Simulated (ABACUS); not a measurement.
Input of an ABACUS 3.10.1 run:

Contents of run_abacus.py:

```python
"""ABACUS run from a structure file: ASE reads it, the script writes STRU, KPT and INPUT."""
import re
import subprocess
from ase.io import read
from ase.units import Bohr

atoms = read("POSCAR")
atoms = atoms[(-atoms.numbers).argsort(kind="stable")]  # ABACUS lists atoms element by element
pseudo = {'Ta': 'Ta.upf', 'F': 'F.upf'}
orbital = {}
magmoms = None
kmesh = [5, 5, 5]
params = {
    'suffix': 'TaF3',
    'calculation': 'cell-relax',
    'basis_type': 'pw',
    'pseudo_dir': './',
    'symmetry': 1,
    'dft_functional': 'GGA_X_RPBE+GGA_C_PBE',
    'ecutwfc': 84,
    'pseudo_rcut': 7,
    'nspin': 1,
    'nbands': 21,
    'ks_solver': 'dav',
    'smearing_method': 'fd',
    'smearing_sigma': 0.00367493,
    'scf_thr': 1e-08,
    'scf_nmax': 100,
    'mixing_type': 'broyden',
    'mixing_beta': 0.7,
    'cal_force': 1,
    'cal_stress': 1,
    'vdw_method': 'd3_bj',
    'vdw_abc': 1,
    'relax_nmax': 60,
    'force_thr_ev': 0.02,
    'relax_method': 'cg',
    'out_stru': 1,
    'stress_thr': 0.2,
    'fixed_axes': 'volume',
    'kpar': 4,
}

symbols = atoms.get_chemical_symbols()
elements = list(dict.fromkeys(symbols))
lines = ["ATOMIC_SPECIES"] + [f"{e} {atoms.get_masses()[symbols.index(e)]:.4f} {pseudo[e]}" for e in elements]
if orbital:
    lines += ["", "NUMERICAL_ORBITAL"] + [orbital[e] for e in elements]
lines += ["", "LATTICE_CONSTANT", f"{1 / Bohr:.10f}", "", "LATTICE_VECTORS"]
lines += [" ".join(f"{x:.10f}" for x in v) for v in atoms.cell]
lines += ["", "ATOMIC_POSITIONS", "Direct"]
for e in elements:
    lines += ["", e, "0.0", str(symbols.count(e))]
    for i, p in enumerate(atoms.get_scaled_positions(wrap=False)):
        if symbols[i] == e:
            mag = "" if magmoms is None else " mag " + " ".join(str(x) for x in (magmoms[i] if isinstance(magmoms[i], list) else [magmoms[i]]))
            lines.append(" ".join(f"{x:.10f}" for x in p) + " 1 1 1" + mag)
open("STRU", "w").write("\n".join(lines) + "\n")
open("KPT", "w").write("K_POINTS\n0\nGamma\n%d %d %d 0 0 0\n" % tuple(kmesh))
open("INPUT", "w").write("INPUT_PARAMETERS\n" + "".join(f"{k:<20s}{v}\n" for k, v in params.items()))

done = subprocess.run(['mpirun', '-np', '4', 'abacus'])
if done.returncode:
    raise SystemExit(done.returncode)
log = open("OUT.TaF3/running_cell-relax.log").read()
print("final energy (eV):", re.findall(r"FINAL_ETOT_IS (\S+)", log))
```

Contents of POSCAR:

```
TaF3
1.0
    3.9012000000      0.0000000000      0.0000000000
    0.0000000000      3.9012000000      0.0000000000
    0.0000000000      0.0000000000      3.9012000000
Ta F
1 3
Direct
    0.0000000000      0.0000000000      0.0000000000
    0.0000000000      0.0000000000      0.5000000000
    0.0000000000      0.5000000000      0.0000000000
    0.5000000000      0.0000000000      0.0000000000
```

Potentials or basis: PseudoDojo NC SR 0.4.1 PBE standard, plane waves.

Command:

```console
$ OMP_NUM_THREADS=1 python run_abacus.py > log
```

Problem. Estimate the band gap on the k mesh.

Solution. None (metal or under the smearing width).

Problem. What does it give for the dispersion energy per atom?

Solution. -0.496 eV.

Final structure:
```cif
data_structure
_symmetry_space_group_name_H-M 'P 1'
_symmetry_Int_Tables_number 1
_cell_length_a 3.9012
_cell_length_b 3.9012
_cell_length_c 3.9012
_cell_angle_alpha 90.000
_cell_angle_beta 90.000
_cell_angle_gamma 90.000
_cell_volume 59.37
loop_
_atom_site_label
_atom_site_type_symbol
_atom_site_fract_x
_atom_site_fract_y
_atom_site_fract_z
_atom_site_occupancy
Ta1 Ta 0.00000 0.00000 0.00000 1
F1 F 0.00000 0.00000 0.50000 1
F2 F 0.00000 0.50000 0.00000 1
F3 F 0.50000 0.00000 0.00000 1
```

Caveat: the relaxation stopped at its first step, so nothing moved. Spin-orbit coupling is left out, which matters for the levels of Ta.
